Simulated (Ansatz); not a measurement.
Working through an atomisation energy of FH4SSbSi, SMILES [F][SbH][S][SiH3]

Computed with Ansatz 0.2.0, Python API.

Notebook, run cell by cell (the value of a cell's last expression is shown):

**Cell 1**
```python
from collections import Counter

import ansatz as az
```

**Cell 2**
```python
def single_point(molecule, charge=0, unpaired=0):
    calc = (
        molecule.calculation()
        .basis(gaussian='def2-TZVP')
        .functional('B3LYP')
    )
    if charge:
        calc = calc.charge(charge)
    if unpaired:
        calc = calc.spin('collinear', total=unpaired)
    return calc.run(threads=1, pin='off').report['free_energy_ev']
```

**Cell 3**
```python
GEOMETRY = '''
F    -2.90420    1.64300    0.45320
Sb   -0.97990    1.64480    0.15870
S    -0.87960   -0.67720    0.91200
Si    1.20520   -0.90760    0.12310
H    -1.16530    1.12970   -1.53200
H     1.10580   -0.67560   -1.32740
H     1.63260   -2.28090    0.40300
H     2.07760    0.06670    0.75370
'''

mol = az.Crystal.molecule()
for line in GEOMETRY.strip().splitlines():
    symbol, *xyz = line.split()
    mol = mol.atom(symbol, [float(v) for v in xyz])
```

**Cell 4**
```python
unpaired = {'F': 1, 'Sb': 3, 'S': 2, 'Si': 2, 'H': 1}
counts = Counter(site.symbol for site in mol.cartesian_sites)
atom_energy = {s: single_point(az.Crystal.molecule().atom(s, (0, 0, 0)), 0, unpaired[s]) for s in counts}
whole = single_point(mol, 0, 0)
for s, e in atom_energy.items():
    print(f'{s:2s} x{counts[s]}  {e:14.5f} eV')
print(f'FH4SSbSi: {whole:.5f} eV')
split = sum(counts[s] * e for s, e in atom_energy.items()) - whole
print(f'atomisation energy (no zero-point term): {96.485332 * split:.1f} kJ/mol, {split / sum(counts.values()):.3f} eV an atom')
```
Output:
```text
F  x1     -2714.88401 eV
Sb x1     -6538.72700 eV
S  x1    -10833.73371 eV
Si x1     -7874.75881 eV
H  x4       -13.66431 eV
FH4SSbSi: -28039.49281 eV
atomisation energy (no zero-point term): 2193.3 kJ/mol, 2.842 eV an atom
```

2193.3 kJ/mol from the electronic energies, without the zero-point term.

Reading the output:
- Total energies depend on the basis set; only differences at equal settings carry meaning.
- The geometry is a force-field or estimated start, not a minimum of this method, and the basis set is short of its limit. All parts are taken at fixed geometry, without zero-point energy.
- def2 sets replace the cores of elements past krypton by effective core potentials.
- b3lyp holds the VWN-RPA fit, as in Gaussian; the form of ORCA and Turbomole is b3lyp5.
- The spin-orbit lowering of heavy atoms is left out.
- Run time: 8.6 s on 1 thread of Arm Neoverse V2, on a shared host, peak memory 0.43 GiB.
